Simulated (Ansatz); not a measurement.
Working through a test of the smearing width of ZnGa3, space group Pm-3m

Program: Ansatz's Python interface.

The cells in order, each with its output:

**Cell 1**
```python
import ansatz as az
from tabulate import tabulate
```

**Cell 2**
```python
xtal = (
    az.Lattice.of([4.070862, 0.0, 0.0], [0.0, 4.070862, 0.0], [0.0, 0.0, 4.070862])
    .atom("Zn", [0.0, 0.0, 0.0])
    .atom("Ga", [0.0, 0.5, 0.5])
    .atom("Ga", [0.5, 0.0, 0.5])
    .atom("Ga", [0.5, 0.5, 0.0])
)
```

**Cell 3**
```python
base = (
    xtal.calculation()
    .functional("PBEsol")
    .mixing("broyden", ndim=4, beta=0.6)
    .kpoints(spacing=0.38)
    .basis(420, xc_grid=3)
    .scf(self_checks="low")
)

rows = []
for value in [0.25, 0.15, 0.1, 0.05, 0.025]:
    rep = base.occupations("cold", width=value).run(threads=1).report
    rows.append((value, rep["free_energy_ev"] / len(rep["lattice"]["sites"]), rep["n_iterations"], rep["n_kpoints"]))
```

**Cell 4**
```python
print(tabulate(rows, headers=["width (eV)", "F/atom (eV)", "iterations", "k-points"], floatfmt=".4f", tablefmt="plain"))
```
Output:
```text
  width (eV)    F/atom (eV)    iterations    k-points
      0.2500     -3627.5860             8          10
      0.1500     -3627.5852             7          10
      0.1000     -3627.5855             7          10
      0.0500     -3627.5863             7          10
      0.0250     -3627.5861             7          10
```

**Cell 5**
```python
# differences from the last row
for row in rows[:-1]:
    shift = 1000 * (row[1] - rows[-1][1])
    print(f"{row[0]}: {shift:+.2f} meV/atom" + ("  (within 2 meV)" if abs(shift) < 2 else ""))
```
Output:
```text
0.25: +0.09 meV/atom  (within 2 meV)
0.15: +0.85 meV/atom  (within 2 meV)
0.1: +0.54 meV/atom  (within 2 meV)
0.05: -0.21 meV/atom  (within 2 meV)
```

What to keep in mind:
- For a metal this k-point mesh is coarse: on a finer one energies can move by several to tens of meV an atom and pressures by half a GPa or more, differences at one mesh by less.
- The narrowest width needs the finest mesh, so the last row is no converged reference.
- This cell is a computed structure, which may not be the phase found in nature.
- Hardware and time: 7.2 s on 1 thread of Arm Neoverse V1, with other jobs on the host, peak memory 0.39 GiB.

(Lines on the test bed's own set-up are left out of the output.)
